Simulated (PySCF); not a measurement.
# H6OP2Si2: the cost of one run

The runs use PySCF 2.14.0, with density-fitted response routines of our own; the level of theory stands in each step. All values are computed, except where a source is named. Atoms count from 0, in the outputs and in this text.

## 1. The starting structure

11 atoms, charge 0, multiplicity 1; geometry from: PBE0-D3(BJ)/def2-SVP.

Bonds of the start (Å): P0–Si1 2.26, Si1–O2 1.70, O2–Si3 1.69, Si3–P4 2.29, P4–Si1 2.29, P0–H5 1.43, P0–H6 1.43, Si1–H7 1.49, Si3–H8 1.49, Si3–H9 1.49, P4–H10 1.43.

## 2. NMR shieldings: HF/pcSseg-2

What the job is given:

```
{"job": {"kind": "nmr", "xc": "HF", "basis": "pcSseg-2", "pop": false}, "charge": 0, "multiplicity": 1}
P      2.388182     0.022381    -0.246437
Si     0.354184    -0.045132     0.727639
O     -0.576024    -1.330276     0.130539
Si    -1.841798    -0.498654    -0.625564
P     -1.056983     1.574462    -0.058862
H      2.972762    -0.897080     0.681390
H      2.754367     1.169039     0.528139
H      0.413987    -0.106602     2.217139
H     -1.901661    -0.759178    -2.091768
H     -3.150001    -0.832890     0.003940
H     -0.318664     1.677020    -1.282987
```

Method: GIAO HF/pcSseg-2 NMR shielding, non-relativistic, gas phase.

Started as:

```console
$ OMP_NUM_THREADS=1 python probes_run.py task.json out
```

The driver reads the jobs from task.json and runs them one after another.

**Question.** How long does this first job take on 1 thread of Arm Neoverse V1, shared host, and how much memory does it need?

About 29 s, with a peak of 1.1 GiB.
